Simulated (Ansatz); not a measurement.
# C3ClN3Si: one species, many methods

Aim: compute C3ClN3Si with functionals from several rungs and with coupled cluster. The yardstick is the atomisation energy at the CCSD(T) limit.

The runs use Ansatz 0.2.0, Gaussian basis; functionals in def2-TZVPP, the program's frozen cores in correlated methods.

Levels to be run: LDA (SPW92), PBE-D4, revPBE-D4, BLYP-D4, r2SCAN-D4, B97M-V, PBE0-D4, B3LYP-D4, r2SCANh-D4, r2SCAN0-D4, HSE06-D4, BHLYP-D4, CAM-B3LYP-D4, LC-ωPBE, ωB97X-V, ωB97M-V, B2PLYP, PBE-QIDH; CCSD(T)/def2-SVP; CCSD(T)/def2-TZVPP; MP2/def2-QZVPP; extrapolation to the limit; RPA on PBE.

### Step 1. The relaxed structure

An earlier PBE0-D4 in a triple-zeta def2 set relaxation fixed the geometry.

SMILES `N#C[Si](Cl)(C#N)C#N`, 8 atoms, charge 0, spin multiplicity 1.

Atoms are counted from 1 here; the program's logs count them from 0.

Bond lengths: N1–C2 1.151 Å, C2–Si3 1.826 Å, Si3–Cl4 2.004 Å, Si3–C5 1.826 Å, Si3–C7 1.826 Å, C5–N6 1.151 Å, C7–N8 1.151 Å. Angles: N1–C2–Si3 179.4°, C2–Si3–Cl4 110.6°, C2–Si3–C5 108.3°, C2–Si3–C7 108.3°, Cl4–Si3–C5 110.6°, Cl4–Si3–C7 110.6°, C5–Si3–C7 108.3°, Si3–C5–N6 179.4°, Si3–C7–N8 179.4°.

### Step 2. LDA

This LDA is Slater exchange with PW92 correlation.

File in.yaml:

```yaml
crystal:
  periodic: [false, false, false]
  atoms:
    - {symbol: N, position_ang: [1.069702, 2.543653, -0.775832]}
    - {symbol: C, position_ang: [0.743930, 1.515379, -0.374047]}
    - {symbol: Si, position_ang: [0.241166, -0.115162, 0.275570]}
    - {symbol: Cl, position_ang: [1.452850, -0.685226, 1.766196]}
    - {symbol: C, position_ang: [0.296843, -1.320063, -1.095031]}
    - {symbol: N, position_ang: [0.339619, -2.086113, -1.953077]}
    - {symbol: C, position_ang: [-1.483977, 0.008074, 0.860487]}
    - {symbol: N, position_ang: [-2.568133, 0.082457, 1.239933]}
basis:
  gaussian: {orbitals: def2-TZVPP}
hamiltonian: {xc: lda}
output: {orbitals: {seedname: orbitals}}
```

Further steps of the session: PBE-D4 (GGA); revPBE-D4 (GGA); BLYP-D4 (GGA); r2SCAN-D4 (meta-GGA); B97M-V (meta-GGA); PBE0-D4 (hybrid); B3LYP-D4 (hybrid); r2SCANh-D4 (hybrid); r2SCAN0-D4 (hybrid); HSE06-D4 (hybrid); BHLYP-D4 (hybrid); CAM-B3LYP-D4 (range-separated); LC-ωPBE-D4 (range-separated); ωB97X-V (range-separated); ωB97M-V (range-separated); B2PLYP (double hybrid); PBE-QIDH (double hybrid); CCSD(T) in def2-SVP; CCSD(T) in def2-TZVPP; MP2 in def2-QZVPP; RPA on PBE orbitals.

Q: Predict the results of all the runs planned. Wanted: atomisation energy, CCSD(T)/CBS; farthest beyond LDA; mean size of error, GGA; mean size of error, meta-GGA; mean size of error, hybrid; mean size of error, range-separated; mean size of error, double hybrid; gap, smallest and largest; T1 diagnostic.

**Answer**, as computed:

```
                               quantity                                                       value
        atomisation energy, CCSD(T)/CBS                                                   41.060 eV
    functionals within 0.205 eV (0.5 %)  r2SCAN-D4, B97M-V, B3LYP-D4, CAM-B3LYP-D4, LC-ωPBE, B2PLYP
                    farthest beyond LDA                                        BHLYP-D4 (-2.445 eV)
                mean size of error, GGA                                                    1.494 eV
           mean size of error, meta-GGA                                                    0.138 eV
             mean size of error, hybrid                                                    0.970 eV
    mean size of error, range-separated                                                    0.205 eV
      mean size of error, double hybrid                                                    0.129 eV
              gap, smallest and largest                   5.35 eV (LDA (SPW92)), 13.01 eV (LC-ωPBE)
                          T1 diagnostic                                                      0.0137
triples share of the correlation energy                                                       5.2 %
```

In words: The LDA atomisation energy is off by 7.262 eV (18 %): it overbinds. PBE-D4 is off by +2.419 eV. Double hybrids carry the basis error of their MP2 part in triple zeta, and no dispersion term here, so their miss is partly the set-up's. The rungs double hybrid, meta-GGA, range-separated miss on average by less than the doubt on the reference (0.205 eV), so they tie; GGA functionals have the largest mean beyond LDA (1.494 eV). The reference freezes the cores and leaves out relativity and excitations past (T), so misses under about 0.205 eV can't be ranked. Hartree-Fock recovers 63 % of the binding; the rest is correlation. CCSD(T) in def2-SVP is off by -2.792 eV, so the small basis spoils what the method gains. The gap grows from 5.3 to 13.0 eV across the functionals, mostly with the share of exact exchange.
